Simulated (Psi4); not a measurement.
**One shape, several levels: GaH3F− ([GaFH3]-)**

Aim: a comparison of 3 runs (HF/def2-SVP, M05-D3(0)/pcseg-3, M05/pcseg-3) of GaH3F− ([GaFH3]-). 

The calculation is run with Psi4 1.11.

## 1. The system as given

GaH3F− has 5 atoms, charge -1, and is taken as a singlet. As SMILES, `[H][Ga-]([H])([H])[F]`. The shape comes from GFN2-xTB, which is rough for such elements, and wasn't checked as a minimum.

Bond lengths: Ga1–F2 1.780 Å, Ga1–H3 1.555 Å, Ga1–H4 1.553 Å, Ga1–H5 1.555 Å. Angles: F2–Ga1–H3 106.3°, F2–Ga1–H4 106.5°, F2–Ga1–H5 106.5°, H3–Ga1–H4 112.2°, H3–Ga1–H5 112.4°, H4–Ga1–H5 112.4°.

## 2. Energy and gradient at HF/def2-SVP (run 1)

The input, input.in:

```
memory 1600 MB

molecule {
  -1 1
  Ga    -0.001630     0.000950    -0.092090
  F      0.012090    -0.018880     1.687450
  H      1.487040     0.011700    -0.540050
  H     -0.751680     1.294240    -0.514180
  H     -0.745820    -1.288010    -0.541120
  symmetry c1
  no_reorient
  no_com
}

set puream true
set e_convergence 1e-09
set d_convergence 1e-08
set scf_type pk

energy_value, wavefunction = gradient("hf/def2-SVP", return_wfn=True)
oeprop(wavefunction, "DIPOLE", "MAYER_INDICES", "MULLIKEN_CHARGES", title="HF")
print_variables()
```

Run with:

```bash
psi4 -n 1 input.in input.out
```

input.out:

```text
[...]
  Running in c1 symmetry.
[...]
  Nuclear repulsion =  120.580453360537604
[...]
  Multiplicity = 1
[...]
  Nalpha       = 22
  Nbeta        = 22
[...]
    Number of basis functions: 61
[...]
   @RHF iter   1: -2022.60798755705537   -2.94490e+00   3.73604e-02 ADIIS/DIIS
[...]
   @RHF iter  11: -2024.14551400012238    6.82121e-13   3.60254e-09 DIIS
[...]
    Orbital Energies [Eh]
    ---------------------
    Doubly Occupied:
       1A   -378.524073     2A    -47.893801     3A    -42.233912
       4A    -42.233908     5A    -42.233778     6A    -25.973425
       7A     -6.137443     8A     -4.233409     9A     -4.232671
      10A     -4.232661    11A     -1.238067    12A     -0.946609
      13A     -0.946588    14A     -0.942841    15A     -0.940271
      16A     -0.940253    17A     -0.427607    18A     -0.356656
      19A     -0.356640    20A     -0.310152    21A     -0.193889
      22A     -0.193625
[...]
  @RHF Final Energy: -2024.14551400012238
   => Energetics <=
    Nuclear Repulsion Energy =            120.5804533605376037
    One-Electron Energy =               -3078.0073784886571957
    Two-Electron Energy =                 933.2814111279969893
    Total Energy =                      -2024.1455140001223754
[...]
  -Total Gradient:
     Atom            X                  Y                   Z
    ------   -----------------  -----------------  -----------------
       1       -0.000318465538     0.000244065861    -0.000141738590
       2       -0.000044053164     0.000237350638    -0.023638338497
       3       -0.021885679016    -0.000090733774     0.008108851823
       4        0.011301551074    -0.019295200480     0.007653131882
       5        0.010946646644     0.018904517755     0.008018093382
[...]
 Multipole Moments:
 ------------------------------------------------------------------------------------
     Multipole            Electronic (a.u.)      Nuclear  (a.u.)        Total (a.u.)
 ------------------------------------------------------------------------------------
 L = 1.  Multiply by 2.5417464519 to convert [e a0] to [Debye]
 Dipole X            :         -0.0984174            0.0903667           -0.0080507
 Dipole Y            :          0.2395804           -0.2315670            0.0080134
 Dipole Z            :        -20.9633927           20.2898193           -0.6735734
 Magnitude           :                                                    0.6736691
[...]
  Mulliken Charges: (a.u.)
   Center  Symbol    Alpha    Beta     Spin     Total
       1    GA    15.12844 15.12844  0.00000  0.74311
       2     F     4.82719  4.82719  0.00000 -0.65439
       3     H     0.68153  0.68153  0.00000 -0.36306
       4     H     0.68141  0.68141  0.00000 -0.36282
       5     H     0.68142  0.68142  0.00000 -0.36285
   Total alpha = 22.00000, Total beta = 22.00000, Total charge = -1.00000
  Mayer Bond Indices:
[...]
```

Run time: 4.2 s. Hardware: 1 thread of Intel Xeon Platinum 8259CL at 2.50GHz (Skylake/Cascade Lake), shared host; peak memory 0.23 GiB.

## 3. A single-point energy at M05-D3(0)/pcseg-3 (density fitting) (run 2)

The input, fgah3.sdf:

```

     RDKit          3D

  5  4  0  0  0  0  0  0  0  0999 V2000
   -0.0016    0.0009   -0.0921 Ga  0  0  0  0  0  4  0  0  0  0  0  0
    0.0121   -0.0189    1.6874 F   0  0  0  0  0  0  0  0  0  0  0  0
    1.4870    0.0117   -0.5401 H   0  0  0  0  0  0  0  0  0  0  0  0
   -0.7517    1.2942   -0.5142 H   0  0  0  0  0  0  0  0  0  0  0  0
   -0.7458   -1.2880   -0.5411 H   0  0  0  0  0  0  0  0  0  0  0  0
  2  1  1  0
  3  1  1  0
  4  1  1  0
  5  1  1  0
M  CHG  1   1  -1
M  END
$$$$
```

The input, run.py:

```python
import psi4
from rdkit import Chem

psi4.set_memory('1600 MB')
psi4.set_num_threads(1)
psi4.set_output_file('psi4.out', False)

rd = Chem.SDMolSupplier('fgah3.sdf', removeHs=False, sanitize=False)[0]
xyz = rd.GetConformer().GetPositions()
atoms = '\n'.join(f'{a.GetSymbol()} {x:.4f} {y:.4f} {z:.4f}' for a, (x, y, z) in zip(rd.GetAtoms(), xyz))
m = psi4.geometry('-1 1\n' + atoms + '\nno_reorient\nno_com')

psi4.set_options({
    'basis': 'pcseg-3',
    'reference': 'rks',
    'scf_type': 'mem_df',
})

e_tot, wfn = psi4.energy("M05-D3ZERO2B", return_wfn=True)
print(f'M05-D3ZERO2B energy: {e_tot:.10f} Eh')
```

Run with:

```bash
python run.py
```

psi4.out:

```text
[...]
  Running in c1 symmetry.
[...]
  Nuclear repulsion =  120.582936922312157
[...]
  Multiplicity = 1
[...]
  Nalpha       = 22
  Nbeta        = 22
[...]
    Number of basis functions: 227
[...]
   @DF-RKS iter   1: -2024.34018199225738   -1.18574e+00   1.41747e-02 DIIS/ADIIS
[...]
   @DF-RKS iter  10: -2026.64620755800343   -1.83946e-07   9.91273e-07 DIIS
[...]
    Orbital Energies [Eh]
    ---------------------
    Doubly Occupied:
       1A   -372.308402     2A    -45.765008     3A    -40.420900
       4A    -40.420898     5A    -40.420716     6A    -24.443843
       7A     -5.344980     8A     -3.589089     9A     -3.587966
      10A     -3.587958    11A     -0.929096    12A     -0.605737
      13A     -0.605720    14A     -0.602636    15A     -0.602078
      16A     -0.602063    17A     -0.273246    18A     -0.176203
      19A     -0.176188    20A     -0.167957    21A     -0.082060
      22A     -0.081854
[...]
  @DF-RKS Final Energy: -2026.64620755800343
   => Energetics <=
    Nuclear Repulsion Energy =            120.5829369223121574
    One-Electron Energy =               -3078.1709543376509828
    Two-Electron Energy =                 994.1447005384966360
    DFT Exchange-Correlation Energy =     -63.2024295311622097
    Empirical Dispersion Energy =          -0.0004611499987756
    VV10 Nonlocal Energy =                  0.0000000000000000
    Total Energy =                      -2026.6462075580031978
[...]
 Multipole Moments:
 ------------------------------------------------------------------------------------
     Multipole            Electronic (a.u.)      Nuclear  (a.u.)        Total (a.u.)
 ------------------------------------------------------------------------------------
 L = 1.  Multiply by 2.5417464519 to convert [e a0] to [Debye]
 Dipole X            :         -0.0990412            0.0922186           -0.0068225
 Dipole Y            :          0.2424953           -0.2348930            0.0076024
 Dipole Z            :        -20.9194455           20.2882887           -0.6311569
 Magnitude           :                                                    0.6312395
[...]
```

On the terminal:

```text
M05-D3ZERO2B energy: -2026.6462075580 Eh
```

Run time: 32 s. Hardware: 1 thread of Intel Xeon Platinum 8259CL at 2.50GHz (Skylake/Cascade Lake), shared host; peak memory 1.1 GiB.

## 4. A single-point energy at M05/pcseg-3 (density fitting) (run 3)

The input, job.py:

```python
import psi4

psi4.set_memory('1600 MB')
psi4.set_num_threads(1)
psi4.set_output_file('run.log', False)

molecule = psi4.geometry("""
-1 1
Ga    -0.001630     0.000950    -0.092090
F      0.012090    -0.018880     1.687450
H      1.487040     0.011700    -0.540050
H     -0.751680     1.294240    -0.514180
H     -0.745820    -1.288010    -0.541120
no_reorient
no_com
""")

psi4.set_options(dict(basis='pcseg-3', reference='rks', scf_type='mem_df'))

energy_value = psi4.energy("m05", molecule=molecule)
print(f'm05 energy: {energy_value:.10f} Eh')
```

Run with:

```bash
python job.py
```

run.log:

```text
[...]
  Running in c1 symmetry.
[...]
  Nuclear repulsion =  120.580453360537604
[...]
  Multiplicity = 1
[...]
  Nalpha       = 22
  Nbeta        = 22
[...]
    Number of basis functions: 227
[...]
   @DF-RKS iter   1: -2024.33973108152759   -1.18582e+00   1.41746e-02 DIIS/ADIIS
[...]
   @DF-RKS iter  10: -2026.64575115381922   -1.84227e-07   9.91428e-07 DIIS
[...]
    Orbital Energies [Eh]
    ---------------------
    Doubly Occupied:
       1A   -372.308409     2A    -45.765015     3A    -40.420906
       4A    -40.420904     5A    -40.420723     6A    -24.443840
       7A     -5.344986     8A     -3.589094     9A     -3.587971
      10A     -3.587964    11A     -0.929089    12A     -0.605742
      13A     -0.605725    14A     -0.602641    15A     -0.602083
      16A     -0.602069    17A     -0.273243    18A     -0.176198
      19A     -0.176183    20A     -0.167956    21A     -0.082064
      22A     -0.081856
[...]
  @DF-RKS Final Energy: -2026.64575115381922
   => Energetics <=
    Nuclear Repulsion Energy =            120.5804533605376037
    One-Electron Energy =               -3078.1658849195250696
    Two-Electron Energy =                 994.1420912915200461
    DFT Exchange-Correlation Energy =     -63.2024108863515721
    Empirical Dispersion Energy =           0.0000000000000000
    VV10 Nonlocal Energy =                  0.0000000000000000
    Total Energy =                      -2026.6457511538192193
[...]
 Multipole Moments:
 ------------------------------------------------------------------------------------
     Multipole            Electronic (a.u.)      Nuclear  (a.u.)        Total (a.u.)
 ------------------------------------------------------------------------------------
 L = 1.  Multiply by 2.5417464519 to convert [e a0] to [Debye]
 Dipole X            :         -0.0972911            0.0903667           -0.0069244
 Dipole Y            :          0.2392458           -0.2315670            0.0076788
 Dipole Z            :        -20.9210947           20.2898193           -0.6312753
 Magnitude           :                                                    0.6313600
[...]
```

On the terminal:

```text
m05 energy: -2026.6457511538 Eh
```

Run time: 29 s. Hardware: 1 thread of Intel Xeon Platinum 8259CL at 2.50GHz (Skylake/Cascade Lake), shared host; peak memory 1.1 GiB.

## 5. Overview of the runs

```
run                                level      task  integrals   energy (Eh)  HOMO energy (eV)  LUMO energy (eV)  HOMO–LUMO gap (eV)  wall time
  1                          HF/def2-SVP  gradient         pk  -2024.145514             -5.27              8.97               14.24      4.2 s
  2  M05-D3(0)/pcseg-3 (density fitting)    energy     mem_df  -2026.646208             -2.23              4.45                6.68       32 s
  3        M05/pcseg-3 (density fitting)    energy     mem_df  -2026.645751             -2.23              4.45                6.68       29 s
```

## 6. Summary of results

```
                                                    quantity           value
                                         run 3: total energy  -2026.64575 Eh
                                          run 3: HOMO energy        -2.23 eV
                                          run 3: LUMO energy         4.45 eV
run 3: HOMO–LUMO gap (to an unbound level, set by the basis)         6.68 eV
```

In words: The HOMO–LUMO gap runs from 6.68 eV (M05-D3(0)/pcseg-3) to 14.24 eV (HF/def2-SVP). The two ends differ in method and basis. The empty levels of an anion lie above zero and hang on the basis. All runs together took 66 s, the longest 32 s.
